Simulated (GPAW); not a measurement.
# SiF (Pm-3m) in GPAW: convergence with plane-wave cutoff (eV)

Aim: find how far plane-wave cutoff (eV) must go before the results for SiF settle, at PBE. This setting moves, with any that are tied to it; all else stays.

Program: GPAW 26.7.0. These are calculated values, not measurements. Logs are shortened: lines on timing, memory, paths and dates and some standing lists are left out, and cuts for length are marked. The log counts tension as positive stress, the text compression.

### 1 Starting point

The structure is cubic, space group Pm-3m (No. 221). The conventional cell has a = 3.029 Å, b = 3.029 Å, c = 3.029 Å, α = 90.00°, β = 90.00°, γ = 90.00°. Around Si (site symmetry m-3m) lie 8 F at 2.62 Å. F (site symmetry m-3m) has 8 Si at 2.62 Å as nearest neighbours.

The cell was built by a generator and needn't be a form met in nature.

### 2 With plane-wave cutoff (eV) 300

The input, run.py:

```python
from ase import Atoms
from ase.dft.bandgap import bandgap
from ase.io import write
from ase.units import GPa
from gpaw import GPAW, PW

atoms = Atoms(['Si', 'F'],
              cell=[[3.0286, 0.0, 0.0],
                    [0.0, 3.0286, 0.0],
                    [0.0, 0.0, 3.0286]],
              scaled_positions=[[0.5, 0.5, 0.5],
                                [0.0, 0.0, 0.0]],
              pbc=True)

calc = GPAW(mode=PW(300),
            xc='PBE',
            kpts={'size': (9, 9, 9), 'gamma': True},
            occupations={'name': 'fermi-dirac', 'width': 0.05},
            nbands=13,
            convergence={'density': 1e-05, 'energy': 1e-05},
            maxiter=100,
            txt='gpaw.txt')
atoms.calc = calc
energy = atoms.get_potential_energy()
forces = atoms.get_forces()
stress = atoms.get_stress()
calc.write('gs.gpw')
write('result.traj', atoms)
print(f'Energy: {energy:.6f} eV')
print('Forces (eV/A):')
print(forces.round(4))
print('Stress (GPa):', (stress / GPa).round(3))
print('Fermi level:', round(calc.get_fermi_level(), 4), 'eV')
print(f'Gap: {bandgap(calc)[0]:.4f} eV, direct: {bandgap(calc, direct=True)[0]:.4f} eV')
```

Potentials or basis: GPAW PAW data sets (gpaw-data 1.2.1), pw.

Command:

```sh
OMP_NUM_THREADS=1 python run.py
```

It took 4.9 s on 1 thread of Arm Neoverse V1, shared host; peak memory 0.12 GiB.

Results:

| Quantity | Value |
| --- | --- |
| Free energy | -0.3777 eV |
| Pressure | -147.9 GPa |
| Band gap on the k mesh | none (metal or under the smearing width) |

### 3 With plane-wave cutoff (eV) 350

Changes to run.py since step 2:

```diff
@@ -14,3 +14,3 @@
 
-calc = GPAW(mode=PW(300),
+calc = GPAW(mode=PW(350),
             xc='PBE',
```

Potentials or basis: GPAW PAW data sets (gpaw-data 1.2.1), pw.

Command:

```sh
OMP_NUM_THREADS=1 python run.py
```

Wall time 5.4 s (1 thread of Arm Neoverse V1, shared host); peak memory 0.12 GiB.

What came out:

- Free energy: -4.7363 eV
- Pressure: -76.0 GPa
- Band gap on the k mesh: none (metal or under the smearing width)

### 4 With plane-wave cutoff (eV) 400

Changes to run.py since step 3:

```diff
@@ -14,3 +14,3 @@
 
-calc = GPAW(mode=PW(350),
+calc = GPAW(mode=PW(400),
             xc='PBE',
```

Command:

```sh
OMP_NUM_THREADS=1 python run.py
```

Wall time 5.6 s (1 thread of Arm Neoverse V1, shared host); peak memory 0.12 GiB.

Results:

| Property | Result |
| --- | --- |
| Free energy | -6.6069 eV |
| Pressure | -35.2 GPa |
| Band gap on the k mesh | none (metal or under the smearing width) |

### 5 With plane-wave cutoff (eV) 500

Changes to run.py since step 4:

```diff
@@ -14,3 +14,3 @@
 
-calc = GPAW(mode=PW(400),
+calc = GPAW(mode=PW(500),
             xc='PBE',
```

Command:

```sh
OMP_NUM_THREADS=1 python run.py
```

It took 6 s on 1 thread of Arm Neoverse V1, shared host; peak memory 0.13 GiB.

Results:

```yaml
Free_energy: -7.5957 eV
Pressure: -4.5 GPa
Band_gap_on_the_k_mesh: none (metal or under the smearing width)
```

### 6 With plane-wave cutoff (eV) 600

Changes to run.py since step 5:

```diff
@@ -14,3 +14,3 @@
 
-calc = GPAW(mode=PW(500),
+calc = GPAW(mode=PW(600),
             xc='PBE',
```

Potentials or basis: GPAW PAW data sets (gpaw-data 1.2.1), pw.

Command:

```sh
OMP_NUM_THREADS=1 python run.py
```

It took 9.6 s on 1 thread of Arm Neoverse V1, shared host; peak memory 0.14 GiB.

It converged, with:

| Item | Value |
| --- | --- |
| Free energy | -7.6774 eV |
| Pressure | 0.2 GPa |
| Band gap on the k mesh | none (metal or under the smearing width) |

### 7 With plane-wave cutoff (eV) 700

Changes to run.py since step 6:

```diff
@@ -14,3 +14,3 @@
 
-calc = GPAW(mode=PW(600),
+calc = GPAW(mode=PW(700),
             xc='PBE',
```

Command:

```sh
OMP_NUM_THREADS=1 python run.py
```

Run time: 8.8 s. Hardware: 1 thread of Arm Neoverse V1, shared host; peak memory 0.14 GiB.

Results (log left out):

| Item | Value |
| --- | --- |
| Free energy | -7.6896 eV |
| Pressure | -0.3 GPa |
| Band gap on the k mesh | none (metal or under the smearing width) |

### 8 With plane-wave cutoff (eV) 800

Changes to run.py since step 7:

```diff
@@ -14,3 +14,3 @@
 
-calc = GPAW(mode=PW(700),
+calc = GPAW(mode=PW(800),
             xc='PBE',
```

Command:

```sh
OMP_NUM_THREADS=1 python run.py
```

It took 9.3 s on 1 thread of Arm Neoverse V1, shared host; peak memory 0.15 GiB.

The run converged. Its results:

```
Free energy            : -7.7220 eV
Pressure               : -0.8 GPa
Band gap on the k mesh : none (metal or under the smearing width)
```

### 9 With plane-wave cutoff (eV) 1000

Changes to run.py since step 8:

```diff
@@ -14,3 +14,3 @@
 
-calc = GPAW(mode=PW(800),
+calc = GPAW(mode=PW(1000),
             xc='PBE',
```

Potentials or basis: GPAW PAW data sets (gpaw-data 1.2.1), pw.

Command:

```sh
OMP_NUM_THREADS=1 python run.py
```

Run time: 17 s. Hardware: 1 thread of Arm Neoverse V1, shared host; peak memory 0.16 GiB.

It converged, with:

| Property | Result |
| --- | --- |
| Free energy | -7.7832 eV |
| Pressure | -0.5 GPa |
| Band gap on the k mesh | none (metal or under the smearing width) |

### 10 With plane-wave cutoff (eV) 1200

Changes to run.py since step 9:

```diff
@@ -14,3 +14,3 @@
 
-calc = GPAW(mode=PW(1000),
+calc = GPAW(mode=PW(1200),
             xc='PBE',
```

Potentials or basis: GPAW PAW data sets (gpaw-data 1.2.1), pw.

Command:

```sh
OMP_NUM_THREADS=1 python run.py
```

gpaw.txt:

```text
__  _  _
 | _ |_)|_||  |
 |__||  | ||/\| - 26.7.0

Input parameters:
  mode=PW(ecut=1200.0),
  convergence={'density': 1e-05, 'energy': 1e-05},
  kpts=MonkhorstPack(size=(9, 9, 9), gamma=True),
  maxiter=100,
  nbands=13,
  occupations=Occupations(name='fermi-dirac', width=0.05),
  xc=XC(name='PBE')

Diagonalizing LCAO Hamiltonian
Converting LCAO to pw mode
   .------.
  /|      |
 * |      |
 | | Si   |
 | .------.
 |/      /
 F------*

Atoms  # Å, Bohr magnetons
|   | symbol |        x |        y |        z |    initial magnetic moments |
|---|--------|----------|----------|----------|-----------------------------|
| 0 |     Si | 1.514300 | 1.514300 | 1.514300 | ( 0.0000,  0.0000,  0.0000) |
| 1 |      F | 0.000000 | 0.000000 | 0.000000 | ( 0.0000,  0.0000,  0.0000) |

Unit cell  # Å
| periodic |        x |        y |        z |  lengths |    angles |
|----------|----------|----------|----------|----------|-----------|
|      yes | 3.028600 | 0.000000 | 0.000000 | 3.028600 | 90.000000 |
|      yes | 0.000000 | 3.028600 | 0.000000 | 3.028600 | 90.000000 |
|      yes | 0.000000 | 0.000000 | 3.028600 | 3.028600 | 90.000000 |

Number of symmetries: 48
Symmetry operations  # r_c * U_cc + t_c -> r_c
|    | kind |            matrix            |
|----|------|------------------------------|
|  0 |  E   |  1, 0, 0,  0, 1, 0,  0, 0, 1 |
|  1 |  σ   |  1, 0, 0,  0, 1, 0,  0, 0,-1 |
|  2 |  σ   |  1, 0, 0,  0, 0, 1,  0, 1, 0 |
|  3 |  C4  |  1, 0, 0,  0, 0, 1,  0,-1, 0 |
|  4 |  C4  |  1, 0, 0,  0, 0,-1,  0, 1, 0 |
|  5 |  σ   |  1, 0, 0,  0, 0,-1,  0,-1, 0 |
|  6 |  σ   |  1, 0, 0,  0,-1, 0,  0, 0, 1 |
|  7 |  C2  |  1, 0, 0,  0,-1, 0,  0, 0,-1 |
|  8 |  σ   |  0, 1, 0,  1, 0, 0,  0, 0, 1 |
|  9 |  C2  |  0, 1, 0,  1, 0, 0,  0, 0,-1 |
| 10 |  C3  |  0, 1, 0,  0, 0, 1,  1, 0, 0 |
| 11 |  S6  |  0, 1, 0,  0, 0, 1, -1, 0, 0 |
| 12 |  S6  |  0, 1, 0,  0, 0,-1,  1, 0, 0 |
| 13 |  C3  |  0, 1, 0,  0, 0,-1, -1, 0, 0 |
| 14 |  C4  |  0, 1, 0, -1, 0, 0,  0, 0, 1 |
| 15 |  S4  |  0, 1, 0, -1, 0, 0,  0, 0,-1 |
| 16 |  C3  |  0, 0, 1,  1, 0, 0,  0, 1, 0 |
| 17 |  S6  |  0, 0, 1,  1, 0, 0,  0,-1, 0 |
[... 139 lines left out ...]
  Good broyden scale: 1.0
  Trust region scale: 1.0
  Backstep threshold: 4.0
  History deletion threshold: 6.0
  Fourier metric: weight=20.0, sigma=0.015

occupation numbers:
  Fermi-Dirac:
    width: 0.0500  # eV

poisson solver:
  ecut: 9600.0  # eV

xc functional:
  name: PBE with 2 nearest neighbor stencil

convergence criteria:
- Maximum integral of absolute [dens]ity change: 1e-05 electrons / valence electron
- Maximum [total energy] change in last 3 cyles: 1e-05 eV / valence electron
- Maximum integral of absolute [eigenst]ate change: 4e-08 eV^2 / valence electron
maximum number of iterations: 100

SCF iterations
|iter     | |      energy | eigst |  dens |
|---------|-|-------------|-------|-------|
|iter:   1| |   -8.475312 | -0.05 |       |
|iter:   2| |   -8.268587 | -2.18 | -1.03 |
|iter:   3| |   -7.815570 | -0.76 | -1.09 |
|iter:   4| |   -7.800899 | -2.22 | -1.66 |
|iter:   5| |   -7.798467 | -3.29 | -1.87 |
|iter:   6| |   -7.797835 | -4.01 | -2.54 |
|iter:   7| |   -7.797923 | -5.07 | -2.94 |
|iter:   8| |   -7.797893c| -6.07 | -3.54 |
|iter:   9| |   -7.797894c| -8.15c| -4.65 |
|iter:  10| |   -7.797894c| -8.76c| -5.06c|

Converged in 10 steps
Energy contributions relative to reference atoms: (reference = -10600.425035)

Energy contributions:
  Kinetic:           6.546203
  Coulomb:          -6.743886
  Zero:             -0.037755
  External:          0.000000
  Xc:               -7.553582
  Entropy:          -0.017748
  Spinorbit:         0.000000
  ----------------------------
  Free energy:      -7.806767
  Extrapolated:     -7.797894

dipole moment: (-9.079366, -9.079366, -9.079366)  # |e|*Ang

Fermi level: 5.835
Eigenvalues  # (at kpt = [0.000, 0.000, 0.000])
| band index |      eig [eV] | occ [0-2] |
|------------|---------------|-----------|
|          0 |       -18.287 |     2.000 |
|          1 |        -3.137 |     2.000 |
|          2 |         0.612 |     2.000 |
|          3 |         0.612 |     2.000 |
|          4 |         0.612 |     2.000 |
|          5 |        10.986 |     0.000 |
|          6 |        10.986 |     0.000 |
|          7 |        10.986 |     0.000 |
|          8 |        11.657 |     0.000 |
|          9 |        11.657 |     0.000 |
|         10 |        21.865 |     0.000 |
|         11 |        22.813 |     0.000 |
|         12 |        22.813 |     0.000 |

No gap
No difference between direct/indirect transitions

Forces  # eV/Ang
|        x |        y |        z |
|----------|----------|----------|
| -0.00000 | -0.00000 | -0.00000 |  # Si   0
| -0.00000 | -0.00000 | -0.00000 |  # F    1

Stress tensor  # eV/Ang^3
|         x |         y |         z |
|-----------|-----------|-----------|
| -0.000407 |  0.000000 |  0.000000 |
|  0.000000 | -0.000407 |  0.000000 |
|  0.000000 |  0.000000 | -0.000407 |

# Writing to gs.gpw (mode='')
```

It took 17 s on 1 thread of Arm Neoverse V1, shared host; peak memory 0.18 GiB.

Results:

```
Free energy            : -7.8068 eV
Pressure               : 0.1 GPa
Band gap on the k mesh : none (metal or under the smearing width)
```

### 11 Summary

```
plane-wave cutoff (eV)  energy less the tightest run, at zero smearing (meV/atom)  pressure (GPa)  SCF cycles  CPU time (s)  peak memory (GiB)
                   300                                                    3714.85         -147.87           9           4.8               0.12
                   350                                                    1535.02          -76.04          10           5.4               0.12
                   400                                                     599.96          -35.17          10           5.6               0.12
                   500                                                     105.53           -4.54          10             6               0.13
                   600                                                      64.69            0.17          10           9.6               0.14
                   700                                                      58.57           -0.27          10           8.8               0.14
                   800                                                      42.37           -0.79          10           9.3               0.15
                  1000                                                      11.78           -0.48          10            17               0.16
                  1200                                                       0.00            0.07          10            17               0.18
```

Not settled before the last step: the energy (to 1 meV/atom), the pressure (to 0.1 GPa). The tightest run that finished is the yardstick and may itself not be fully converged.

Caveats: an odd number of electrons without spin polarisation forces a metal; a magnetic or distorted state may lie lower.
